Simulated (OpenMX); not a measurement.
Runs of OpenMX 3.8.5 on Hf2Pd2Se2Br2O3. Symmetry: P6mm, No. 183, hexagonal system. The conventional cell has a = 5.759 Å, b = 5.759 Å, c = 8.525 Å, α = 90.00°, β = 90.00°, γ = 120.00°. Around Hf (site symmetry 3m) lie 3 O at 1.92 Å. Around Pd (site symmetry 3m) lie 1 Se at 2.33 Å. Around Se (site symmetry 3m) lie 1 Pd at 2.33 Å and 1 Hf at 2.67 Å. Br (site symmetry 6mm) has 6 Pd at 3.33 Å and 6 O at 3.80 Å as nearest neighbours. Around Br (site symmetry 6mm) lie 6 O at 3.46 Å and 6 Hf at 3.46 Å and 6 Se at 3.74 Å. O (site symmetry 2mm) is surrounded by 2 Hf at 1.92 Å. The cell was built by a generator and needn't be a form met in nature.

| task | potentials or basis | spin | k mesh | SCF threshold | max SCF cycles | grid points, held for all volumes | pressure (GPa) | largest force (eV/Å) |
| --- | --- | --- | --- | --- | --- | --- | --- | --- |
| band structure | OpenMX 2013 PBE set, Hf7.0-s3p2d2f1, Pd7.0-s3p2d2, Se7.0-s3p2d2, Br7.0-s3p2d2, O6.0-s2p2d1, grid cutoff 400 Ry | off | 7 × 7 × 3 | 1e-08 Ha | 100 | - | -0.2 | 0.70 |
| band structure | OpenMX 2013 PBE set, Hf7.0-s3p2d2, Pd7.0-s3p2d1, Se7.0-s3p2d1, Br7.0-s3p2d1, O6.0-s2p2, grid cutoff 400 Ry | off | 7 × 7 × 3 | 1e-08 Ha | 100 | - | 1.0 | (a) |
| single point | OpenMX 2013 PBE set, Hf7.0-s3p2d2f1, Pd7.0-s3p2d2, Se7.0-s3p2d2, Br7.0-s3p2d2, O6.0-s2p2d1, grid cutoff 400 Ry | off | 7 × 7 × 3 | 1e-08 Ha | 100 | - | -0.2 | 0.70 |
| band structure | OpenMX 2013 PBE set, Hf7.0-s3p2d2f1, Pd7.0-s3p2d2, Se7.0-s3p2d2, Br7.0-s3p2d2, O6.0-s2p2d1, grid cutoff 400 Ry | non-collinear, zero start, SOC | 5 × 5 × 3 | 1e-07 Ha | 100 | - | - | 0.77 |

Alike in all rows: level PBE; cell as given; smearing fermi-dirac 0.05 eV.

Task: Estimate the missing entries.

Result: (a) 1.24.

Caveats: the basis of atomic orbitals isn't converged, which shifts pressures, moduli and gaps; forces of over 1 eV/Å show positions far from the minimum, so gaps and moduli don't describe the material at rest (some runs); total energies with and without spin-orbit coupling shouldn't be compared in this program (some runs).
